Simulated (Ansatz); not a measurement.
Predict the output of the script below (the Ansatz DFT code, driven from Python).

Script `hszn.py`:
```python
# -*- coding: utf-8 -*-
import warnings

import ansatz as az
import numpy as np

warnings.simplefilter('ignore', az.DeckWarning)

geometry_ang = [
    ('S', (-0.351, 0.3583, -0.1616)),
    ('Zn', (1.4029, 0.3385, 0.8073)),
    ('H', (-1.0629, -0.7616, -0.659)),
]
geometry = az.Crystal.molecule()
for symbol, xyz in geometry_ang:
    geometry = geometry.atom(symbol, xyz)

calculation = (
    geometry.calculation()
    .functional('pbe0')
    .spin('collinear', total=1)
    .forces()
)
sets = {'none': 'cc-pVTZ', 'scalar': 'cc-pVTZ-DK'}
found = {kind: calculation.basis(gaussian=basis).pseudopotentials(relativity=kind).run().report for kind, basis in sets.items()}
for kind, each in found.items():
    dipole = 4.803205 * np.linalg.norm(each['charge_distribution']['dipole_moment_e_ang'])
    print(f'{kind:7s} E = {each["free_energy_ev"]:.4f} eV  dipole {dipole:.3f} D  largest force component {np.abs(each["forces_ev_ang"]).max():.4f} eV/A')
print(f'relativity lowers the total energy by {found["none"]["free_energy_ev"] - found["scalar"]["free_energy_ev"]:.3f} eV')
```

```console
$ python hszn.py
none    E = -59261.8187 eV  dipole 1.331 D  largest force component 4.1386 eV/A
scalar  E = -59740.1700 eV  dipole 1.296 D  largest force component 3.9476 eV/A
relativity lowers the total energy by 478.351 eV
```

The total moves by -478.4 eV, nearly all in the cores, and the dipole from 1.33 to 1.30 D.

What to keep in mind:
- Total energies depend on the basis set; only differences at equal settings carry meaning.
- The geometry is a force-field or estimated start, not a minimum of this method. The basis set changes with the Hamiltonian (a set recontracted for scalar relativity), and most of the change in the total lies in the cores.
- The species is open-shell (spin multiplicity 2).
- Finished in 11 s on 1 thread of Arm Neoverse V2, on a shared host, peak memory 0.36 GiB.
